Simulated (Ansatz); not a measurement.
**BGeH₃ (triplet): the correlation ladder, cc-pVTZ**

One table from this session's results is given with a row withheld; the runs are named, their logs left out.

Computed with Ansatz 0.2.0, Gaussian basis. Level: cc-pVTZ, core rule «outside noble gas», up to 15 orbitals frozen.

To be run: UHF; CCSD(T) on ROHF; CCSD(T) on UHF; BCCD(T) on ROHF; CCSDT(Q) on ROHF; CCSDT(Q) on UHF; CASSCF and NEVPT2, 10 electrons in 11 orbitals.

7 further runs of the same task are left out: 1 for a known fault of the program, 6 set aside as unsound or not needed.

### The system

The geometry is a PBE0/def2-TZVP stationary point (not a proven minimum). No spin-orbit coupling is included. The filled d shell of Ge may be among the frozen orbitals whatever the setting's name suggests; the logs give the count.

5 atoms, charge 0, spin multiplicity 3.

Atoms are counted from 1 here; the program's logs count them from 0.

Bond lengths: Ge1–B2 1.947 Å, Ge1–H3 1.543 Å, Ge1–H4 1.534 Å, B2–H5 1.189 Å. Angles: B2–Ge1–H3 128.4°, B2–Ge1–H4 122.3°, H3–Ge1–H4 109.4°, Ge1–B2–H5 134.1°.

Set-up of the first run:

in.yaml

```yaml
crystal:
  periodic: [false, false, false]
  atoms:
    - {symbol: Ge, position_ang: [0.000000, 0.015295, 0.254755]}
    - {symbol: B, position_ang: [0.000000, -0.169422, -1.683611]}
    - {symbol: H, position_ang: [0.000000, 1.310352, 1.093730]}
    - {symbol: H, position_ang: [0.000000, -1.198297, 1.192594]}
    - {symbol: H, position_ang: [0.000000, 0.602851, -2.587791]}
basis:
  gaussian: {orbitals: cc-pVTZ}
magnetization: {spin_polarized: true, initial_magnetization: 2}
hamiltonian: {xc: hf}
output: {orbitals: {seedname: orbitals}}
```

On the command line:

```console
> ansatz run in.yaml --threads 1 --pin off --events-out ev --progress --plain --max-ram 4096MiB --backend cpu
```

Steps of the session up to this table: UHF; CCSD(T) on ROHF; CCSD(T) on UHF; BCCD(T) on ROHF; CCSDT(Q) on ROHF; CCSDT(Q) on UHF; CASSCF and NEVPT2, 10 electrons in 11 orbitals.

One table of the session follows, with a row left open; its other results are not shown here.

It belongs to the step «Misses and costs». 

```
        method  from UCCSDT(Q) (meV)
          ROHF               +6159.0
           UHF               +6052.2
          RMP2               +1167.6
          UMP2               +1182.8
         RCCSD                +251.2
         UCCSD                +245.9
      RCCSD(T)                 +45.8
      UCCSD(T)                 +43.6
       BCCD(T)                     ?
        RCCSDT                 +11.4
        UCCSDT                  +8.4
     RCCSDT(Q)                  +3.2
     UCCSDT(Q)                     0
CASSCF valence               +4129.1
NEVPT2 valence               +1029.1
```

Estimate the missing values for BCCD(T).

The run gave: from UCCSDT(Q) (meV): +44.8. In the column «from UCCSDT(Q) (meV)» it lies between UCCSD(T) (+43.6) and RCCSD(T) (+45.8).

With the free atoms at the same levels and basis (separate runs), the atomisation energy is 11.699 eV at UCCSDT(Q), 11.691 eV at RCCSD(T), 11.682 eV at UCCSD(T), 9.394 eV at ROHF.

Limits of these values: Restricted and unrestricted rows rest on different reference determinants; where their highest levels disagree by more than a few hundredths of an eV, they describe different states and don't form one ladder.
